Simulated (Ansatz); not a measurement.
**CH2BFO: taking an electron away**

Aim: the vertical ionisation energy of CH2BFO, as cation minus neutral at the neutral's geometry, on several levels, and how well −ε(HOMO) stands in for it.

Method: unrestricted cation, the program's frozen cores in correlated methods; program: Ansatz 0.2.0, Gaussian basis.

Plan: UKS PBE-D4/def2-TZVPP; UKS r2SCAN-D4/def2-TZVPP; UKS PBE0-D4/def2-TZVPP; UKS B3LYP-D4/def2-TZVPP; UKS wB97X-V/def2-TZVPP; UKS wB97M-V/def2-TZVPP; UKS B2PLYP/def2-TZVPP; UHF-CCSD(T)/def2-TZVPP; UHF-MP2/def2-QZVPP; extrapolation to the limit; then −ε(HOMO) from the neutral's earlier runs with LDA (SPW92), PBE-D4, revPBE-D4, BLYP-D4, r2SCAN-D4, B97M-V, PBE0-D4, B3LYP-D4, r2SCANh-D4, r2SCAN0-D4, HSE06-D4, BHLYP-D4, CAM-B3LYP-D4, LC-ωPBE, ωB97X-V, ωB97M-V.

**1. The geometry**

An earlier PBE0-D4 in a triple-zeta def2 set relaxation fixed the geometry.

6 atoms, charge 0, spin multiplicity 1.

Atoms are counted from 1 here; the program's logs count them from 0.

Bond lengths: F1–C2 1.353 Å, C2–B3 1.508 Å, C2–O4 1.454 Å, C2–H5 1.086 Å, B3–O4 1.337 Å, B3–H6 1.182 Å. Angles: F1–C2–B3 120.6°, F1–C2–O4 112.5°, F1–C2–H5 110.3°, B3–C2–O4 53.6°, B3–C2–H5 128.7°, O4–C2–H5 113.1°, C2–B3–O4 61.1°, C2–B3–H6 161.4°, O4–B3–H6 137.4°, C2–O4–B3 65.3°.

**2. Cation, UKS PBE-D4/def2-TZVPP**

The input, in.yaml:

```yaml
crystal:
  periodic: [false, false, false]
  atoms:
    - {symbol: F, position_ang: [-1.443861, 0.012985, -0.921235]}
    - {symbol: C, position_ang: [-0.181095, -0.277308, -0.531364]}
    - {symbol: B, position_ang: [0.301638, 0.099215, 0.847265]}
    - {symbol: O, position_ang: [0.579553, 0.910761, -0.178673]}
    - {symbol: H, position_ang: [0.310841, -0.892843, -1.277995]}
    - {symbol: H, position_ang: [0.475023, 0.083190, 2.015902]}
basis:
  gaussian: {orbitals: def2-TZVPP}
total_charge: 1
magnetization: {spin_polarized: true, initial_magnetization: 1}
hamiltonian: {xc: pbe, dispersion: d4}
```

Started as:

```
> ansatz run in.yaml --threads 2 --pin off --events-out ev --progress --plain --max-ram 4352MiB
```

The runs that follow: Cation, UKS r2SCAN-D4/def2-TZVPP; Cation, UKS PBE0-D4/def2-TZVPP; Cation, UKS B3LYP-D4/def2-TZVPP; Cation, UKS wB97X-V/def2-TZVPP; Cation, UKS wB97M-V/def2-TZVPP; Cation, UKS B2PLYP (frozen core)/def2-TZVPP; Cation, UHF-CCSD(T)/def2-TZVPP; Cation, UHF-MP2/def2-QZVPP.

**Question.** What will the summary of the whole plan be? Wanted: ionisation energy, CCSD(T)/CBS; nearest functional by difference; nearest −ε(HOMO); −ε(HOMO) of PBE; T1 of the cation.

The runs gave:

| quantity | value |
| --- | --- |
| ionisation energy, CCSD(T)/CBS | 11.30 eV |
| nearest functional by difference | ωB97M-V (-0.20 eV) |
| nearest −ε(HOMO) | LC-ωPBE (-0.13 eV) |
| −ε(HOMO) of PBE | 6.84 eV |
| T1 of the cation | 0.029 |

By cation minus neutral, the functionals miss by 0.54 eV at most. −ε(HOMO) of PBE misses by 4.5 eV, since self-interaction lifts the level. Among orbital estimates LC-ωPBE comes nearest. Hartree-Fock falls 0.90 eV short, as the neutral has more correlation energy than the cation. The cation may have settled in a state other than its lowest; no search over hole states beyond the program's own was made.
